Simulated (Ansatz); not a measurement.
# FH₄NSn: a ladder of functionals and wavefunction methods

The task here is to estimate one member of a computed series from the others.

Program: Ansatz 0.2.0, Gaussian basis. Level of theory: functionals in def2-TZVPP, the program's frozen cores in correlated methods. These are calculated values, not measurements.

Levels to be run: LDA (SPW92), PBE-D4, revPBE-D4, BLYP-D4, r2SCAN-D4, B97M-V, PBE0-D4, B3LYP-D4, r2SCANh-D4, r2SCAN0-D4, HSE06-D4, BHLYP-D4, CAM-B3LYP-D4, LC-ωPBE, ωB97X-V, ωB97M-V, B2PLYP, PBE-QIDH; CCSD(T)/def2-SVP; CCSD(T)/def2-TZVPP; MP2/def2-QZVPP; extrapolation to the limit; RPA on PBE.

## The geometry

An earlier PBE0-D4 in a triple-zeta def2 set relaxation fixed the geometry. Sn takes the def2 core potential; no spin-orbit term is included.

SMILES `[NH2][SnH2][F]`, 7 atoms, charge 0, spin multiplicity 1.

Atoms are counted from 1 here; the program's logs count them from 0.

Bond lengths: N1–Sn2 1.995 Å, N1–H4 1.008 Å, N1–H5 1.008 Å, Sn2–F3 1.926 Å, Sn2–H6 1.699 Å, Sn2–H7 1.699 Å. Angles: Sn2–N1–H4 117.7°, Sn2–N1–H5 117.8°, H4–N1–H5 110.3°, N1–Sn2–F3 105.2°, N1–Sn2–H6 111.6°, N1–Sn2–H7 111.8°, F3–Sn2–H6 103.8°, F3–Sn2–H7 103.8°, H6–Sn2–H7 119.0°.

Set-up of the first run:

in.yaml

```yaml
crystal:
  periodic: [false, false, false]
  atoms:
    - {symbol: N, position_ang: [-0.824612, 0.088348, -0.942973]}
    - {symbol: Sn, position_ang: [0.497703, -0.065072, 0.542914]}
    - {symbol: F, position_ang: [0.233937, -1.827470, 1.272373]}
    - {symbol: H, position_ang: [-1.584168, 0.741362, -0.829557]}
    - {symbol: H, position_ang: [-0.469500, 0.125466, -1.885695]}
    - {symbol: H, position_ang: [0.113070, 0.971120, 1.833765]}
    - {symbol: H, position_ang: [2.094868, -0.101755, -0.036627]}
basis:
  gaussian: {orbitals: def2-TZVPP}
hamiltonian: {xc: lda}
output: {orbitals: {seedname: orbitals}}
```

Steps of the session up to this table: LDA; PBE-D4 (GGA); revPBE-D4 (GGA); BLYP-D4 (GGA); r2SCAN-D4 (meta-GGA); B97M-V (meta-GGA); PBE0-D4 (hybrid); B3LYP-D4 (hybrid); r2SCANh-D4 (hybrid); r2SCAN0-D4 (hybrid); HSE06-D4 (hybrid); BHLYP-D4 (hybrid); CAM-B3LYP-D4 (range-separated); LC-ωPBE-D4 (range-separated; the results give it without D4); ωB97X-V (range-separated); ωB97M-V (range-separated); B2PLYP (double hybrid); PBE-QIDH (double hybrid).

One table of the session follows, with a row left open; its other results are not shown here.

It belongs to the step «Orbital energies across the functionals». 

| functional | HOMO (eV) | gap (eV) |
| --- | --- | --- |
| LDA (SPW92) | -6.41 | 5.07 |
| PBE-D4 | -6.24 | 5.10 |
| revPBE-D4 | -6.17 | 5.12 |
| BLYP-D4 | -6.12 | 4.97 |
| r2SCAN-D4 | -6.54 | 5.79 |
| B97M-V | -6.63 | 5.69 |
| PBE0-D4 | -7.68 | 7.47 |
| B3LYP-D4 | -7.43 | 6.87 |
| r2SCANh-D4 | -7.08 | 6.67 |
| r2SCAN0-D4 | -7.89 | 7.95 |
| HSE06-D4 | -7.27 | 6.70 |
| BHLYP-D4 | -9.03 | 9.45 |
| CAM-B3LYP-D4 | ? | ? |
| LC-ωPBE | -10.54 | 12.27 |
| ωB97X-V | -10.15 | 11.74 |
| ωB97M-V | -10.06 | 11.27 |

Q: Estimate the row for CAM-B3LYP-D4 from the others.

**Answer.** HOMO (eV): -9.12; gap (eV): 9.71. In the column «HOMO (eV)» it lies between ωB97M-V (-10.06) and BHLYP-D4 (-9.03).
